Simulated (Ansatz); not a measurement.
**CH₅AlBrGa: ionisation energy by level of theory**

How much energy removes an electron from CH₅AlBrGa at fixed geometry? The cation is run at each level and the neutral's energy taken from earlier runs.

Method: unrestricted cation, the program's frozen cores in correlated methods; program: Ansatz 0.2.0, Gaussian basis.

The runs, in order: UKS PBE-D4/def2-TZVPP; UKS r2SCAN-D4/def2-TZVPP; UKS PBE0-D4/def2-TZVPP; UKS B3LYP-D4/def2-TZVPP; UKS wB97X-V/def2-TZVPP; UKS wB97M-V/def2-TZVPP; UKS B2PLYP/def2-TZVPP; UHF-CCSD(T)/def2-TZVPP; UHF-MP2/def2-QZVPP; extrapolation to the limit; then −ε(HOMO) from the neutral's earlier runs with LDA (SPW92), PBE-D4, revPBE-D4, BLYP-D4, r2SCAN-D4, B97M-V, PBE0-D4, B3LYP-D4, r2SCANh-D4, r2SCAN0-D4, HSE06-D4, BHLYP-D4, CAM-B3LYP-D4, LC-ωPBE, ωB97X-V, ωB97M-V.

## Step 1: Structure used throughout

All runs share one geometry, relaxed beforehand with PBE0-D4 in a triple-zeta def2 set.

9 atoms, charge 0, spin multiplicity 1.

Atoms are counted from 1 here; the program's logs count them from 0.

Bond lengths: C1–Al2 1.947 Å, C1–H5 1.095 Å, C1–H6 1.093 Å, C1–H7 1.095 Å, Al2–Ga3 2.510 Å, Al2–Br4 2.286 Å, Ga3–H8 1.578 Å, Ga3–H9 1.578 Å. Angles: Al2–C1–H5 110.2°, Al2–C1–H6 113.0°, Al2–C1–H7 110.2°, H5–C1–H6 108.3°, H5–C1–H7 106.8°, H6–C1–H7 108.2°, C1–Al2–Ga3 132.1°, C1–Al2–Br4 115.6°, Ga3–Al2–Br4 112.3°, Al2–Ga3–H8 122.2°, Al2–Ga3–H9 122.2°, H8–Ga3–H9 115.6°.

## Step 2: Cation, UKS PBE-D4/def2-TZVPP

The input, in.yaml:

```yaml
crystal:
  periodic: [false, false, false]
  atoms:
    - {symbol: C, position_ang: [-0.208002, 1.606076, -0.843132]}
    - {symbol: Al, position_ang: [-0.289569, -0.283235, -0.381412]}
    - {symbol: Ga, position_ang: [0.646952, -1.584048, 1.550500]}
    - {symbol: Br, position_ang: [-1.444455, -1.609602, -1.842178]}
    - {symbol: H, position_ang: [-1.218651, 2.018393, -0.927184]}
    - {symbol: H, position_ang: [0.344638, 2.200746, -0.111920]}
    - {symbol: H, position_ang: [0.268807, 1.735327, -1.820160]}
    - {symbol: H, position_ang: [2.069956, -2.263215, 1.495862]}
    - {symbol: H, position_ang: [-0.169675, -1.820442, 2.879634]}
basis:
  gaussian: {orbitals: def2-TZVPP}
total_charge: 1
magnetization: {spin_polarized: true, initial_magnetization: 1}
hamiltonian: {xc: pbe, dispersion: d4}
```

Command:

```console
$ ansatz run in.yaml --threads 2 --pin off --events-out ev --progress --plain --max-ram 22528MiB --backend cpu
```

After this run come: Cation, UKS r2SCAN-D4/def2-TZVPP; Cation, UKS PBE0-D4/def2-TZVPP; Cation, UKS B3LYP-D4/def2-TZVPP; Cation, UKS wB97X-V/def2-TZVPP; Cation, UKS wB97M-V/def2-TZVPP; Cation, UKS B2PLYP (frozen core)/def2-TZVPP; Cation, UHF-CCSD(T)/def2-TZVPP; Cation, UHF-MP2/def2-QZVPP.

Before running them: what should the planned runs give, taken together? Wanted: ionisation energy, CCSD(T)/CBS; nearest functional by difference; nearest −ε(HOMO); −ε(HOMO) of PBE; T1 of the cation.

The runs gave:

| quantity | value |
| --- | --- |
| ionisation energy, CCSD(T)/CBS | 9.15 eV |
| nearest functional by difference | ωB97X-V (-0.12 eV) |
| nearest −ε(HOMO) | ωB97X-V (+0.01 eV) |
| −ε(HOMO) of PBE | 5.95 eV |
| T1 of the cation | 0.017 |

**Reading.** By cation minus neutral, the functionals miss by 0.62 eV at most. −ε(HOMO) of PBE misses by 3.2 eV, since self-interaction lifts the level. Among orbital estimates ωB97X-V comes nearest. Hartree-Fock falls 0.77 eV short, as the neutral has more correlation energy than the cation. Correlated methods include outer-core shells of Br, Ga, which these sets cover unevenly. With outer-core shells in play the reference is unsure by up to some tenths of an eV, so close misses can't be ranked.
